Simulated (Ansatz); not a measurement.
# Ta3Cu (I4/mmm) in Ansatz: notebook

Runs on Ta3Cu. Level: PBEsol. Tasks: single point.

All numbers are computed with Ansatz 0.2.0; they aren't measurements. Logs are shortened: lines on timing, memory, paths and dates and some standing lists are left out, and cuts for length are marked.

### 1 Starting point

Symmetry: I4/mmm, No. 139, tetragonal system. The conventional cell has a = 4.013 Å, b = 4.013 Å, c = 8.416 Å, α = 90.00°, β = 90.00°, γ = 90.00°. Around Ta (site symmetry 4/mmm) lie 4 Cu at 2.84 Å and 8 Ta at 2.91 Å. Ta (site symmetry -4m2) has 8 Ta at 2.84 to 2.91 Å and 4 Cu at 2.91 Å as nearest neighbours. Around Cu (site symmetry 4/mmm) lie 12 Ta at 2.84 to 2.91 Å.

The cell comes from a database or a generator and needn't be the stable form of this composition.

### 2 Single point, PBEsol, 15.93 Å³/atom (volume scaled by 0.94)

Input file input.yaml:

```yaml
crystal:
  lattice:
    - [-1.9655463842, 1.9655463842, 4.1222648751]
    - [1.9655463842, -1.9655463842, 4.1222648751]
    - [1.9655463842, 1.9655463842, -4.1222648751]
  atoms:
    - { symbol: Ta, position: [0.5, 0.5, 0.0] }
    - { symbol: Ta, position: [0.25, 0.75, 0.5] }
    - { symbol: Ta, position: [0.75, 0.25, 0.5] }
    - { symbol: Cu, position: [0.0, 0.0, 0.0] }
kpoints:
  mp_grid: { grid: [9, 9, 9] }
scf:
  occupations: { method: fermi_dirac, width: 0.05 }
hamiltonian:
  xc: pbesol
  pseudopotentials: { kind: all_electron, lapw: { basis_error: 0.001 } }
output:
  forces: true
  stress: true
  eigenvalues: true
```

Potentials or basis: all-electron LAPW, scalar-relativistic.

Command:

```console
ansatz run input.yaml --threads 2 --pin off --max-ram 8192MiB --backend cpu --events-out ev --progress --plain --runs-dir out
```

Output:

```text
Warning: RAYON_NUM_THREADS=2 ignored (pool sized by the plan → 2); use --threads N
LAPW: plane waves up to 8.609 Å⁻¹, error target 1.0e-3 eV per atom; small_component_spin mean_spin; Cu in spheres of 1.390 Å, 19 of its electrons in bands, Dirac shells []; Ta in spheres of 1.390 Å, 43 of its electrons in bands, Dirac shells [] (how accurate: hamiltonian.pseudopotentials.lapw.basis_error, Limitations)
Engine: ansatz 0.2.0, aarch64-unknown-linux-gnu
Pseudopotentials: kind: all_electron
Pseudopotential: Ta, LAPW, valence charge 43, lapw/all_electron/scalar/gaussian/Ta, Koelling and Harmon's equation, gaussian nucleus
Pseudopotential: Cu, LAPW, valence charge 19, lapw/all_electron/scalar/gaussian/Cu, Koelling and Harmon's equation, gaussian nucleus
Functional definition: PBEsol
  exchange = pbesol_x
  correlation = pbesol_c
Crystal: 4 atoms, lattice volume = 63.703 Å³
Basis set: ecut = 282.3965571996641 eV, 687 PW (Γ), FFT grids on a1+a3, a2+a3, a3, exchange–correlation at level 2
Bands: 89, of which v1, the nominal top of the filled ones, is band 74 counted from 1 (73 counted from 0)
Symmetry: 16 space group operations
Space group: I4/mmm (ITA 139), of the structure as read, at distance tolerance 4.0e-5 Å
k-points: 75 of 729
Non-local potential: Ta, projectors of the file, none
Non-local potential: Cu, projectors of the file, none
Initial density: superposition of atomic densities (chi_scale 0.1, normalization cell, long waves kept (reshape's long-wave potential 0.00 eV rms))
Initial wavefunctions: plane waves of lowest kinetic energy (no species holds an atomic orbital)
Functional: x = pbesol(κ = 0.804, μ = 0.12345679012345678), c = pbesol(β = 0.046)
iter 1 solved again at ethr=1.95e-2 eV; its pass at ethr=1.00e-1 eV (dr2=2.88e1 eV) is discarded
SCF iter   1: F=—  HF=-1318334.120263 eV  |F-HF|=—  |Δ(HF+E_count)|=         —  Δρ=1.38e-1  dr2=2.89e1  ethr=1.95e-2  ⟨swp⟩=2.0  Hψ=38678  notcnv=0
preconditioner: auto → Kerker (q_TF=auto, 3.140 Å⁻¹)  [metal: Δε(μ)=0.008 eV  Ē_g=22.634 eV  σ=0.050 eV  W_gap=0.04  n_scr=32 (ndim 8)  ℏωp=43.1 eV  f_vac=0.000  D(μ)=5.31/eV (n_scr^D=68)]
SCF iter   2: F=—  HF=-1318401.364074 eV  |F-HF|=—  |Δ(HF+E_count)|=    6.72e1  Δρ=1.12e-1  dr2=1.67e1  ethr=1.95e-2  ⟨swp⟩=2.9  Hψ=19347  notcnv=0
SCF iter   3: F=—  HF=-1318347.912824 eV  |F-HF|=—  |Δ(HF+E_count)|=    5.35e1  Δρ=6.93e-2  dr2=5.99e0  ethr=1.13e-2  ⟨swp⟩=2.9  Hψ=19165  notcnv=0
iter 4 solved again at ethr=8.18e-5 eV; its pass at ethr=4.04e-3 eV (dr2=1.21e-1 eV) is discarded
SCF iter   4: F=—  HF=-1318327.519862 eV  |F-HF|=—  |Δ(HF+E_count)|=    2.04e1  Δρ=1.24e-2  dr2=1.21e-1  ethr=8.18e-5  ⟨swp⟩=2.0  Hψ=33066  notcnv=0
SCF iter   5: F=—  HF=-1318328.193251 eV  |F-HF|=—  |Δ(HF+E_count)|=         —  Δρ=2.16e-2  dr2=5.99e-1  ethr=8.18e-5  ⟨swp⟩=3.0  Hψ=21108  notcnv=0
the basis was enlarged: its passes take 1.5 MiB over the memory plan, 2 of 2 planned eigensolver slots
SCF iter   6: F=—  HF=-1318327.371305 eV  |F-HF|=—  |Δ(HF+E_count)|=   8.22e-1  Δρ=6.76e-3  dr2=5.52e-2  ethr=8.18e-5  ⟨swp⟩=3.0  Hψ=20563  notcnv=0
SCF iter   7: F=—  HF=-1318327.354751 eV  |F-HF|=—  |Δ(HF+E_count)|=   1.66e-2  Δρ=3.02e-3  dr2=7.65e-3  ethr=3.73e-5  ⟨swp⟩=2.0  Hψ=18593  notcnv=0
SCF iter   8: F=—  HF=-1318327.351058 eV  |F-HF|=—  |Δ(HF+E_count)|=   3.69e-3  Δρ=1.19e-3  dr2=1.65e-3  ethr=5.17e-6  ⟨swp⟩=2.0  Hψ=19791  notcnv=0
SCF iter   9: F=—  HF=-1318327.352508 eV  |F-HF|=—  |Δ(HF+E_count)|=   1.45e-3  Δρ=1.32e-3  dr2=2.84e-3  ethr=1.12e-6  ⟨swp⟩=2.0  Hψ=19790  notcnv=0  recentre
SCF iter  10: F=—  HF=-1318327.351555 eV  |F-HF|=—  |Δ(HF+E_count)|=   9.53e-4  Δρ=9.44e-4  dr2=1.51e-3  ethr=1.12e-6  ⟨swp⟩=2.0  Hψ=19722  notcnv=0
SCF iter  11: F=—  HF=-1318327.350772 eV  |F-HF|=—  |Δ(HF+E_count)|=   7.83e-4  Δρ=3.17e-4  dr2=1.33e-4  ethr=1.02e-6  ⟨swp⟩=2.0  Hψ=19361  notcnv=0
SCF iter  12: F=—  HF=-1318327.350821 eV  |F-HF|=—  |Δ(HF+E_count)|=   4.97e-5  Δρ=3.05e-4  dr2=1.68e-4  ethr=9.00e-8  ⟨swp⟩=2.0  Hψ=19790  notcnv=0
SCF iter  13: F=—  HF=-1318327.350751 eV  |F-HF|=—  |Δ(HF+E_count)|=   6.99e-5  Δρ=8.52e-5  dr2=1.14e-5  ethr=9.00e-8  ⟨swp⟩=2.0  Hψ=19790  notcnv=0
SCF iter  14: F=—  HF=-1318327.350747 eV  |F-HF|=—  |Δ(HF+E_count)|=   4.51e-6  Δρ=2.92e-5  dr2=7.71e-7  ethr=7.71e-9  ⟨swp⟩=2.0  Hψ=19790  notcnv=0
SCF iter  15: F=—  HF=-1318327.350747 eV  |F-HF|=—  |Δ(HF+E_count)|=   2.09e-7  Δρ=1.44e-5  dr2=1.44e-7  ethr=5.21e-10  ⟨swp⟩=2.0  Hψ=19790  notcnv=0
SCF iter  16: F=—  HF=-1318327.350747 eV  |F-HF|=—  |Δ(HF+E_count)|=   6.17e-8  Δρ=6.43e-6  dr2=4.44e-8  ethr=9.73e-11  ⟨swp⟩=2.0  Hψ=19790  notcnv=0
SCF iter  17: F=-1318327.350747 eV  HF=-1318327.350747 eV  |F-HF|=3.26e-9  |Δ(HF+E_count)|=   1.51e-8  Δρ=2.41e-6  dr2=4.39e-9  ethr=3.00e-11  ⟨swp⟩=2.0  Hψ=19790  notcnv=0
SCF 1 converged in 17 iterations: F = -1318327.350747 eV  dr2 = 4.39e-9
SCF converged after 17 iterations
Free energy (F): -1318327.350747 eV
Harris-Foulkes:  -1318327.350747 eV  (|F-HF|=3.26e-9)
Internal energy: -1318327.316698 eV  (E = F + TS)
E sigma→0 (E₀):  -1318327.333722 eV
Entropy (-TS):   -0.034048 eV (-8.512 meV/atom)
Fermi energy:    24.456321 eV
--- Per-component energies (eV) ---
  E_band       = -12512.687744
  E_kinetic    = 1467032.581600
  E_xc         = -27294.501843
  E_electrostatic = -2758065.396455  (all electrons and nuclei)
  E_smearing   = -0.034048  (= −TS)
  E_closure    = 0.000000  (closes the sum)
  E_atoms      = -1318292.288369  (free atoms, spherical and without spin; not in F)
  Σ components = -1318327.350747   (vs F -1318327.350747, Δ=0.00e0)
  Basis errors (estimates in eV, not in F): energy 1.9e-4 per atom: plane waves 1.6e-4 (8.2e-5 summed), levels above the bands 9.6e-107, relativity 3.5e-8, radial functions 3.4e-5, core shells 3.3e-8; eigenvalues (radial functions only) 1.0e-6; not estimated: angular momenta, meshes, grids; target (lapw.basis_error) 1.0e-3; muffin-tin radii Cu 1.390 Å, Ta 1.390 Å
--- Forces (eV/Å), atoms counted from 1 ---
  atom   1  Ta    -0.00000000     0.00000000    -0.00000000
  atom   2  Ta    -0.00000000     0.00000000     0.00000000
  atom   3  Ta     0.00000000     0.00000000     0.00000000
  atom   4  Cu    -0.00000000     0.00000000     0.00000000
  max |Σ_I F_I| component: 2.26e-17 eV/Å
--- Stress (GPa, compression-positive) ---
        5.909474      -0.000000       0.000000
       -0.000000       5.909474      -0.000000
        0.000000      -0.000000       4.944311
  P = ⅓ Tr σ = 5.5878 GPa (55.878 kbar)
--- Band table (eV; the first three rows and the last of 75) ---
  k-point 0: bands = ["-369.9526", "-369.9526", "-369.9187", "-369.9187", "-369.8967", "-369.8967", "-369.8967", "-369.8967", "-369.8873", "-191.7513", "-191.7387", "-191.6947", "-191.6947", "-191.6937", "-191.6832", "-191.6832", "-191.6832", "-191.6832", "-191.6827", "-191.6827", "-191.6729", "-191.6729", "-191.6516", "-191.6516", "-88.4075", "-45.9267", "-45.9267", "-45.8813", "-43.0489", "-42.8878", "-42.8494", "-10.1033", "-9.9284", "-9.9284", "-9.6242", "-9.6242", "-9.4478", "-8.9616", "-8.9571", "-8.9571", "5.1588", "5.1588", "5.2097", "5.2113", "5.2122", "5.2190", "5.2190", "5.2260", "5.2386", "5.2386", "5.2449", "5.2449", "5.2472", "5.2577", "5.2706", "5.2706", "5.2736", "5.2755", "5.2920", "5.2998", "5.2998", "15.6885", "19.3430", "20.1557", "20.4049", "20.6613", "20.9966", "20.9966", "22.1002", "22.4091", "22.6554", "22.6554", "24.2573", "24.2573", "24.5345", "26.6858", "26.8330", "27.0252", "27.4187", "29.0802", "29.0802", "30.2403", "32.4431", "32.7091", "33.1494", "33.1494", "35.5000", "35.5000", "36.0411"]
  k-point 1: bands = ["-369.9526", "-369.9526", "-369.9187", "-369.9187", "-369.8967", "-369.8967", "-369.8967", "-369.8967", "-369.8873", "-191.7513", "-191.7387", "-191.6947", "-191.6947", "-191.6937", "-191.6832", "-191.6832", "-191.6832", "-191.6832", "-191.6827", "-191.6827", "-191.6729", "-191.6729", "-191.6516", "-191.6516", "-88.4075", "-45.9268", "-45.9267", "-45.8813", "-43.0389", "-42.8891", "-42.8578", "-10.1200", "-9.9043", "-9.8163", "-9.7135", "-9.6332", "-9.3703", "-9.0848", "-8.9723", "-8.9489", "5.1588", "5.1589", "5.2086", "5.2110", "5.2139", "5.2198", "5.2235", "5.2277", "5.2365", "5.2381", "5.2407", "5.2479", "5.2526", "5.2556", "5.2665", "5.2718", "5.2740", "5.2765", "5.2891", "5.2919", "5.3010", "16.0481", "19.5950", "20.3109", "20.5199", "20.9070", "20.9121", "21.0875", "21.7276", "22.3448", "22.7096", "22.8886", "23.9717", "24.1602", "24.5002", "25.7320", "26.9934", "27.1725", "27.4433", "28.6606", "29.5343", "30.0292", "31.5169", "31.6512", "33.3194", "34.4168", "34.7887", "35.3376", "36.1538"]
  k-point 2: bands = ["-369.9526", "-369.9526", "-369.9187", "-369.9187", "-369.8967", "-369.8967", "-369.8967", "-369.8967", "-369.8873", "-191.7513", "-191.7387", "-191.6947", "-191.6947", "-191.6937", "-191.6832", "-191.6832", "-191.6832", "-191.6832", "-191.6827", "-191.6827", "-191.6729", "-191.6729", "-191.6516", "-191.6516", "-88.4075", "-45.9269", "-45.9268", "-45.8813", "-43.0126", "-42.8936", "-42.8790", "-10.1760", "-9.8494", "-9.8189", "-9.6737", "-9.5254", "-9.3791", "-9.2605", "-9.0099", "-8.9315", "5.1590", "5.1591", "5.2077", "5.2121", "5.2154", "5.2193", "5.2281", "5.2286", "5.2307", "5.2397", "5.2448", "5.2472", "5.2497", "5.2584", "5.2630", "5.2682", "5.2769", "5.2775", "5.2830", "5.2848", "5.3045", "17.0377", "20.1207", "20.5951", "20.6482", "20.7152", "20.8043", "21.0316", "21.8689", "22.3564", "23.0637", "23.3872", "23.4477", "24.0198", "24.3744", "24.5778", "26.4923", "27.1603", "27.8040", "27.8858", "28.2673", "30.8862", "30.9028", "31.4437", "32.3973", "33.8731", "34.1471", "35.3465", "36.6897"]
  k-point 74: bands = ["-369.9526", "-369.9526", "-369.9187", "-369.9187", "-369.8967", "-369.8967", "-369.8967", "-369.8967", "-369.8873", "-191.7513", "-191.7387", "-191.6947", "-191.6947", "-191.6937", "-191.6832", "-191.6832", "-191.6832", "-191.6832", "-191.6827", "-191.6827", "-191.6729", "-191.6729", "-191.6516", "-191.6516", "-88.4075", "-45.9268", "-45.9267", "-45.8815", "-42.9896", "-42.9430", "-42.8539", "-10.0807", "-10.0781", "-9.7122", "-9.4637", "-9.4264", "-9.3820", "-9.3650", "-9.0432", "-9.0117", "5.1613", "5.1617", "5.2124", "5.2177", "5.2182", "5.2280", "5.2314", "5.2352", "5.2373", "5.2392", "5.2476", "5.2495", "5.2501", "5.2549", "5.2588", "5.2631", "5.2699", "5.2705", "5.2878", "5.2882", "5.2903", "18.4824", "18.5866", "19.4249", "19.5980", "20.1795", "20.1980", "20.6624", "21.7237", "22.0865", "22.8149", "23.0097", "23.2007", "24.8426", "25.5204", "26.4378", "27.4405", "27.6704", "27.9960", "28.3630", "29.3065", "30.1845", "30.4577", "30.7463", "32.2218", "34.3657", "35.0916", "36.1608", "37.0464"]
```

It took 1.8 min on 2 threads of Arm Neoverse V2, shared host; peak memory 1.1 GiB.

Results:

```
Free energy            : -1318327.3507 eV
Pressure               : 5.6 GPa
Band gap on the k mesh : none (metal or under the smearing width)
```

### 3 Single point, PBEsol, 16.26 Å³/atom (volume scaled by 0.96)

Changes to input.yaml since step 2:

```diff
@@ -2,5 +2,5 @@
   lattice:
-    - [-1.9655463842, 1.9655463842, 4.1222648751]
-    - [1.9655463842, -1.9655463842, 4.1222648751]
-    - [1.9655463842, 1.9655463842, -4.1222648751]
+    - [-1.9793887163, 1.9793887163, 4.1512958659]
+    - [1.9793887163, -1.9793887163, 4.1512958659]
+    - [1.9793887163, 1.9793887163, -4.1512958659]
   atoms:
```

Potentials or basis: all-electron LAPW, scalar-relativistic.

Command:

```console
ansatz run input.yaml --threads 2 --pin off --max-ram 8192MiB --backend cpu --events-out ev --progress --plain --runs-dir out
```

It took 1.8 min on 2 threads of Arm Neoverse V2, shared host; peak memory 1.1 GiB.

It converged, with:

* Free energy: -1318327.3792 eV
* Pressure: 1.2 GPa
* Band gap on the k mesh: none (metal or under the smearing width)

### 4 Single point, PBEsol, 16.60 Å³/atom (volume scaled by 0.98)

Changes to input.yaml since step 3:

```diff
@@ -2,5 +2,5 @@
   lattice:
-    - [-1.9793887163, 1.9793887163, 4.1512958659]
-    - [1.9793887163, -1.9793887163, 4.1512958659]
-    - [1.9793887163, 1.9793887163, -4.1512958659]
+    - [-1.9930401043, 1.9930401043, 4.1799263973]
+    - [1.9930401043, -1.9930401043, 4.1799263973]
+    - [1.9930401043, 1.9930401043, -4.1799263973]
   atoms:
```

Command:

```console
ansatz run input.yaml --threads 2 --pin off --max-ram 8192MiB --backend cpu --events-out ev --progress --plain --runs-dir out
```

It took 1.8 min on 2 threads of Arm Neoverse V2, shared host; peak memory 1.1 GiB.

The run converged. Its results:

- Free energy: -1318327.3726 eV
- Pressure: -2.7 GPa
- Band gap on the k mesh: none (metal or under the smearing width)

### 5 Single point, PBEsol, 16.94 Å³/atom

Changes to input.yaml since step 4:

```diff
@@ -2,5 +2,5 @@
   lattice:
-    - [-1.9930401043, 1.9930401043, 4.1799263973]
-    - [1.9930401043, -1.9930401043, 4.1799263973]
-    - [1.9930401043, 1.9930401043, -4.1799263973]
+    - [-2.006507, 2.006507, 4.20817]
+    - [2.006507, -2.006507, 4.20817]
+    - [2.006507, 2.006507, -4.20817]
   atoms:
```

Command:

```console
ansatz run input.yaml --threads 2 --pin off --max-ram 8192MiB --backend cpu --events-out ev --progress --plain --runs-dir out
```

Wall time 1.8 min (2 threads of Arm Neoverse V2, shared host); peak memory 1.1 GiB.

The run converged. Its results:

* Free energy: -1318327.3343 eV
* Pressure: -6.3 GPa
* Band gap on the k mesh: none (metal or under the smearing width)

### 6 Single point, PBEsol, 17.28 Å³/atom (volume scaled by 1.02)

Changes to input.yaml since step 5:

```diff
@@ -2,5 +2,5 @@
   lattice:
-    - [-2.006507, 2.006507, 4.20817]
-    - [2.006507, -2.006507, 4.20817]
-    - [2.006507, 2.006507, -4.20817]
+    - [-2.0197955131, 2.0197955131, 4.2360394877]
+    - [2.0197955131, -2.0197955131, 4.2360394877]
+    - [2.0197955131, 2.0197955131, -4.2360394877]
   atoms:
```

Potentials or basis: all-electron LAPW, scalar-relativistic.

Command:

```console
ansatz run input.yaml --threads 2 --pin off --max-ram 8192MiB --backend cpu --events-out ev --progress --plain --runs-dir out
```

Wall time 86 s (2 threads of Arm Neoverse V2, shared host); peak memory 1 GiB.

Results (log left out):

```
Free energy            : -1318327.2673 eV
Pressure               : -9.5 GPa
Band gap on the k mesh : none (metal or under the smearing width)
```

### 7 Single point, PBEsol, 17.62 Å³/atom (volume scaled by 1.04)

Changes to input.yaml since step 6:

```diff
@@ -2,5 +2,5 @@
   lattice:
-    - [-2.0197955131, 2.0197955131, 4.2360394877]
-    - [2.0197955131, -2.0197955131, 4.2360394877]
-    - [2.0197955131, 2.0197955131, -4.2360394877]
+    - [-2.0329114359, 2.0329114359, 4.2635470084]
+    - [2.0329114359, -2.0329114359, 4.2635470084]
+    - [2.0329114359, 2.0329114359, -4.2635470084]
   atoms:
```

Command:

```console
ansatz run input.yaml --threads 2 --pin off --max-ram 8192MiB --backend cpu --events-out ev --progress --plain --runs-dir out
```

Wall time 86 s (2 threads of Arm Neoverse V2, shared host); peak memory 1 GiB.

It converged, with:

* Free energy: -1318327.1743 eV
* Pressure: -12.4 GPa
* Band gap on the k mesh: none (metal or under the smearing width)

### 8 Single point, PBEsol, 17.96 Å³/atom (volume scaled by 1.06)

Changes to input.yaml since step 7:

```diff
@@ -2,5 +2,5 @@
   lattice:
-    - [-2.0329114359, 2.0329114359, 4.2635470084]
-    - [2.0329114359, -2.0329114359, 4.2635470084]
-    - [2.0329114359, 2.0329114359, -4.2635470084]
+    - [-2.0458602655, 2.0458602655, 4.2907040909]
+    - [2.0458602655, -2.0458602655, 4.2907040909]
+    - [2.0458602655, 2.0458602655, -4.2907040909]
   atoms:
```

Command:

```console
ansatz run input.yaml --threads 2 --pin off --max-ram 8192MiB --backend cpu --events-out ev --progress --plain --runs-dir out
```

Run time: 84 s. Hardware: 2 threads of Arm Neoverse V2, shared host; peak memory 0.99 GiB.

The run converged. Its results:

```
Free energy            : -1318327.0579 eV
Pressure               : -15.1 GPa
Band gap on the k mesh : none (metal or under the smearing width)
```

### 9 The reference run

An earlier run on the cell as given: functional PBEsol; potentials or basis all-electron LAPW, scalar-relativistic; cutoff 267 eV (chosen from the basis error); basis error allowed 0.001 eV/atom; k mesh 9 × 9 × 9; occupations fermi-dirac, width 0.05 eV; no spin polarisation.

- Pressure: -6.3 GPa
- Band gap on the k mesh: none (metal or under the smearing width)
